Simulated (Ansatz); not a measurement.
The system is BaCoO3.

```
CELL_PARAMETERS angstrom
5.59000 0.00000 0.00000
-2.79500 4.84108 0.00000
0.00000 0.00000 4.82000
ATOMIC_POSITIONS crystal
Ba 0.66667 0.33333 0.75000
Ba 0.33333 0.66667 0.25000
Co 0.00000 0.00000 0.50000
Co 0.00000 0.00000 0.00000
O 0.66666 0.83333 0.75000
O 0.83333 0.16667 0.25000
O 0.16667 0.33334 0.75000
O 0.33334 0.16667 0.25000
O 0.16667 0.83333 0.75000
O 0.83333 0.66666 0.25000
```

```yaml
Program: Ansatz 0.2.0
Task: single point
Functional: PBEsol
Potentials_or_basis: Ansatz PAW
Cutoff: "420 eV (not typed: the program's choice for these potentials)"
k_mesh: 6 × 6 × 6
Occupations: fermi-dirac, width 0.05 eV
Spin: collinear spin, ferromagnetic start
Starting_moments: "[0.0, 0.0, 2.0, 2.0, 0.0, 0.0, 0.0, 0.0, 0.0, 0.0] μB"
```

On this cell: pressure -13.8 GPa; largest force 3.081 eV/Å; net moment 2.00 μB per cell; site moments Ba +0.01; Co +0.79; O +0.05 μB; band gap on the k mesh none (metal or under the smearing width).

The same run follows on a disturbed copy (atoms moved at random, drawn with an rms of 0.05 Å):

```
Ba Co O
1.0
     5.59000    0.00000    0.00000
    -2.79500    4.84108    0.00000
     0.00000    0.00000    4.82000
Ba Co O
2 2 6
Direct
  0.66579 0.34353 0.75051
  0.32139 0.65979 0.25364
  0.00500 0.99827 0.50841
  0.99684 0.99273 0.99840
  0.68052 0.84082 0.73655
  0.83698 0.16999 0.26176
  0.16989 0.33533 0.75345
  0.32977 0.16202 0.25122
  0.16188 0.83033 0.74348
  0.83528 0.66810 0.26249
```

Task: What does the disturbed cell give?

Result: The energy (extrapolated to zero smearing) moves by -15.5 meV/atom; pressure -12.7 GPa; largest force 3.134 eV/Å; net moment 2.00 μB per cell; site moments Ba +0.01; Co +0.81, +0.74; O +0.08, +0.04, +0.05, +0.06, +0.07, +0.03 μB; band gap on the k mesh none (metal or under the smearing width).

Forces in eV/Å, atoms in the order of the input:
```
Ba   0.194 -0.424  0.030
Ba   0.299  0.158 -0.021
Co  -0.454  0.306 -0.680
Co   0.005  0.684  0.445
O    2.193  1.223  0.600
O    2.583 -1.741 -0.350
O    0.023 -3.010  0.091
O   -2.514 -1.521 -0.058
O   -2.255  1.448  0.378
O   -0.074  2.877 -0.435
```

Stress tensor (GPa, compression positive):
```
-12.16   0.43   0.09
  0.43 -12.74  -0.39
  0.09  -0.39 -13.31
```

Caveats: the cell's inner coordinates are idealised or old, which leaves forces on the atoms; semilocal functionals often make such compounds metallic where correlation or magnetic order opens a gap, which also shifts bond lengths; the PAW data sets come from PBE, with cores solved anew for the run's functional, which leaves a small shift of forces and pressure.
